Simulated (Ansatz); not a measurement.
# GeHCl (singlet): wave-function methods side by side, cc-pVDZ

How much of the correlation energy of GeHCl (singlet) does each wave-function method recover here?

Program: Ansatz 0.2.0, Gaussian basis. Level of theory: cc-pVDZ, core rule «outside noble gas», up to 19 orbitals frozen. These are calculated values, not measurements.

To be run: UHF; CCSD(T) on RHF; BCCD(T) on RHF; CISD; CCSDT(Q) on RHF; CASSCF and MRCISD+Q, 12 electrons in 9 orbitals; CASSCF and NEVPT2, 12 electrons in 9 orbitals.

15 further runs of the same task are left out: 8 that didn't finish, 7 set aside as unsound or not needed.

### 1 What is computed

The geometry is a PBE0/def2-TZVP stationary point (not a proven minimum). No spin-orbit coupling is included. The filled d shell of Ge may be among the frozen orbitals whatever the setting's name suggests; the logs give the count.

3 atoms, charge 0, spin multiplicity 1.

Atoms are counted from 1 here; the program's logs count them from 0.

Bond lengths: Ge1–Cl2 2.183 Å, Ge1–H3 1.600 Å. Angles: Cl2–Ge1–H3 93.7°.

### 2 UHF

File in.yaml:

```yaml
crystal:
  periodic: [false, false, false]
  atoms:
    - {symbol: Ge, position_ang: [0.000000, -0.033402, 0.707833]}
    - {symbol: Cl, position_ang: [0.000000, 0.024074, -1.474553]}
    - {symbol: H, position_ang: [0.000000, 1.560437, 0.853542]}
basis:
  gaussian: {orbitals: cc-pVDZ}
magnetization: {spin_polarized: true, initial_magnetization: 0}
hamiltonian: {xc: hf}
output: {orbitals: {seedname: orbitals}}
```

Started as:

```sh
$ ansatz run in.yaml --threads 1 --pin off --events-out ev --progress --plain --max-ram 2393MiB
```

After this run come: CCSD(T) on RHF; BCCD(T) on RHF; CISD; CCSDT(Q) on RHF; CASSCF and MRCISD+Q, 12 electrons in 9 orbitals; CASSCF and NEVPT2, 12 electrons in 9 orbitals.

**Question.** What will the summary of the whole plan be? Wanted: RCCSDT(Q) below the RHF energy; RMP2 from RCCSDT(Q); RCCSD from RCCSDT(Q); RCCSD(T) from RCCSDT(Q); NEVPT2 valence from RCCSDT(Q); MRCISD+Q valence from RCCSDT(Q); T1 diagnostic; effectively unpaired electrons.

As calculated:

| quantity | value |
| --- | --- |
| RCCSDT(Q) below the RHF energy | -6.7050 eV |
| RMP2 from RCCSDT(Q) | +95.7 kJ/mol |
| RCCSD from RCCSDT(Q) | +18.2 kJ/mol |
| RCCSD(T) from RCCSDT(Q) | +3.3 kJ/mol |
| NEVPT2 valence from RCCSDT(Q) | +114.7 kJ/mol |
| MRCISD+Q valence from RCCSDT(Q) | +3.2 kJ/mol |
| levels within 1 kcal/mol (43 meV) | RCCSD(T), BCCD(T), RCCSDT, MRCISD+Q valence |
| T1 diagnostic | 0.015 |
| effectively unpaired electrons | 0.04 |

In words: RCCSD(T) lands +3.3 kJ/mol from the yardstick (0.5 % of the correlation energy). One determinant dominates. Of the multireference levels listed MRCISD+Q valence comes nearest in total energy (+3.2 kJ/mol), which doesn't show that its space is the better one. These misses are within one basis, not against nature.
